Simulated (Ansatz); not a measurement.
# CH6ClGe: the cost of one run

Program: Ansatz 0.2.0. Level of theory: UHF/def2-SVP. These are calculated values, not measurements.

### 1 The system as given

Bond lengths: Ge1–Cl2 2.470 Å, Ge1–H3 1.550 Å, Ge1–H4 1.549 Å, Ge1–H5 1.549 Å, Cl2–C6 2.080 Å, C6–H7 1.110 Å, C6–H8 1.110 Å, C6–H9 1.110 Å. Angles: Ge1–Cl2–C6 180.0°, Cl2–Ge1–H3 109.5°, Cl2–Ge1–H4 109.5°, Cl2–Ge1–H5 109.5°, H3–Ge1–H4 109.5°, H3–Ge1–H5 109.5°, H4–Ge1–H5 109.5°, Cl2–C6–H7 109.5°, Cl2–C6–H8 109.5°, Cl2–C6–H9 109.5°, H7–C6–H8 109.4°, H7–C6–H9 109.4°, H8–C6–H9 109.4°.

Structure file:

```xyz
9

Ge    0.0000    0.0000    0.0000
Cl    0.0000    0.0000    2.4700
H     1.4616    0.0000   -0.5162
H    -0.7300    1.2648   -0.5162
H    -0.7300   -1.2648   -0.5162
C     0.0000    0.0000    4.5500
H    -0.5653   -0.8805    4.9205
H     1.0452   -0.0494    4.9205
H    -0.4798    0.9298    4.9205
```

### 2 Pulling towards end A

Springs on the bonds that form and break draw the guess towards this end; the thresholds are loose.

input.yaml reads:

```yaml
crystal:
  periodic: [false, false, false]
  atoms:
    - { symbol: Ge, position_ang: [0.0, 0.0, 0.0] }
    - { symbol: Cl, position_ang: [0.0, 0.0, 2.47] }
    - { symbol: H, position_ang: [1.4616, 0.0, -0.5162] }
    - { symbol: H, position_ang: [-0.73, 1.2648, -0.5162] }
    - { symbol: H, position_ang: [-0.73, -1.2648, -0.5162] }
    - { symbol: C, position_ang: [0.0, 0.0, 4.55] }
    - { symbol: H, position_ang: [-0.5653, -0.8805, 4.9205] }
    - { symbol: H, position_ang: [1.0452, -0.0494, 4.9205] }
    - { symbol: H, position_ang: [-0.4798, 0.9298, 4.9205] }
magnetization:
  spin_polarized: true
  initial_magnetization: 1
basis:
  gaussian: { orbitals: def2-SVP }
hamiltonian:
  xc: hf
relax:
  f_tol: 0.15
  max_steps: 25
  restrain:
    - { distance: [1, 5], at: 2.98, k: 30.0 }
    - { distance: [0, 1], at: 2.22, k: 30.0 }
```

Command:

```
> ansatz run input.yaml --threads 2 --pin off --max-ram 3072MiB --backend cpu --events-out ev --progress --plain --runs-dir out
```

Q: Estimate wall time and peak memory on 2 threads of Arm Neoverse V2, shared host.

About 8.3 s, with a peak of 0.24 GiB.
